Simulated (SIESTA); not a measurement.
Crystal: HfB.

```
Hf B
1.0
     0.00000    2.31000    2.31000
     2.31000    0.00000    2.31000
     2.31000    2.31000    0.00000
Hf B
1 1
Direct
  0.50000 0.50000 0.50000
  0.00000 0.00000 0.00000
```

Base run:

```yaml
Program: SIESTA 5.4.2
Functional: PBE
Potentials_or_basis: PseudoDojo 0.4 standard (PBE files)
Basis: DZP (energy shift 0.003 Ry; two zetas on semicore shells)
Grid_cutoff: 800 Ry
Energy_shift: 0.003 Ry
k_mesh: 10 × 10 × 10
Occupations: fermi-dirac, width 0.05 eV
Spin: no spin polarisation
```

Its results: band gap on the k mesh none (metal or under the smearing width); pressure 31.7 GPa.

Question: The run is repeated on the same cell with these changes: potentials or basis from PseudoDojo 0.4 standard (PBE files) to PseudoDojo 0.4 standard (PBE files, fully relativistic); spin from no spin polarisation to non-collinear spin, zero start, spin-orbit coupling. What comes out?

Answer: Band gap on the k mesh none (metal or under the smearing width); pressure 29.0 GPa; net moment 0.00 μB per cell.

Caveats: short orbitals over semicore shells can move pressures by several GPa; a pressure of tens of GPa on the cell as given is suspect, and the run, the potentials or the cell itself is likely at fault; the basis of atomic orbitals isn't converged, which shifts pressures, moduli and gaps.

Not every run made on this cell is shown here.
